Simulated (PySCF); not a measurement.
# WOBr: relaxation and vibrations of the quartet

Aim: relax WOBr as a quartet from a linear start, check by its vibrations whether the end is a minimum, and collect its spectrum and constants.

Computed with PySCF 2.14.0. Level: PBE0, basis W def2-TZVP with ECP60, O def2-TZVP, Br def2-TZVP, scalar-relativistic core potentials, no spin–orbit coupling, density fitting.

## (1) Where the work starts

3 atoms, charge 0, spin multiplicity 4.

Bond lengths: W1–O2 1.770 Å, W1–Br3 2.510 Å. Angles: O2–W1–Br3 180.0°.

Z-matrix (Å, degrees; charge 0 multiplicity 4):
```
W
O  1 1.7700
Br 1 2.5100 2 180.00
```

## (2) Finding the electronic state

The steps below are one call of a driver around PySCF. For each, scf.py gives the equivalent set-up of the SCF; relaxations use the driver's own optimiser. After this first run the driver tries any further starts and a stability analysis.

Contents of scf.py:

```python
from pyscf import gto, scf, dft
mol = gto.M(atom='''
W      0.000000     0.000000     0.000000
O      0.000000     0.000000    -1.770000
Br     0.000000     0.000000     2.510000''',
    basis={'W': 'def2-TZVP', 'O': 'def2-TZVP', 'Br': 'def2-TZVP'},
    ecp={'W': 'def2-TZVP'},
    charge=0, spin=3)
mf = dft.UKS(mol, xc='PBE0')
mf.grids.atom_grid = (50, 194)
aux = {'W': 'def2-universal-JKFIT', 'O': 'def2-universal-JKFIT', 'Br': 'def2-universal-JKFIT'}
mf = mf.density_fit(auxbasis=aux)
mf.conv_tol = 1e-08
mf.diis_space = 10
mf.max_cycle = 60
mf.init_guess = 'minao'
mf.verbose = 4
mf.kernel()
```

Started as:

```console
$ OMP_NUM_THREADS=4 python axn.py task.json out
```

After this run come: Linear start, quartet: relaxation; Frequencies; Leaving the saddle point; Hessian and properties.

Before running it: what results should come out? Wanted: minimum; geometry; wavenumbers; dipole moment; highest occupied, lowest empty level; polar-tensor charge of W1; zero-point energy; atomisation energy; ⟨S²⟩.

As calculated:

| quantity | value |
| --- | --- |
| minimum | quartet, Cs |
| geometry | W–Br 2.453 Å, W–O 1.688 Å; Br–W–O 141.8° |
| wavenumbers (cm⁻¹) | 105 (a'), 257 (a'), 1034 (a') |
| dipole moment | 1.47 D |
| highest occupied, lowest empty level (either spin) | -6.92, -3.10 eV |
| polar-tensor charge of W1 | +1.19 e |
| zero-point energy | 8.4 kJ/mol |
| entropy at 298.15 K | 321.4 J/(mol K) |
| atomisation energy (no zero-point energy) | 1090 kJ/mol |
| ⟨S²⟩ | 3.780 |

What this shows: From C∞v at the start the molecule goes to a Cs minimum, after a stop at a second-order saddle point 9.9 kJ/mol higher, from which it was pushed off along an imaginary mode. The strongest infrared band lies at 1034 cm⁻¹ (a', stretch). Most of the spin sits on W1 (Mulliken spin 3.21, against 3 for the whole molecule). Only this shape and spin were tried, so other structures or states may lie lower. Open d and f shells are described by one determinant, and the ground state may have another occupation or spin. With an element this heavy the missing spin–orbit coupling can shift these numbers.
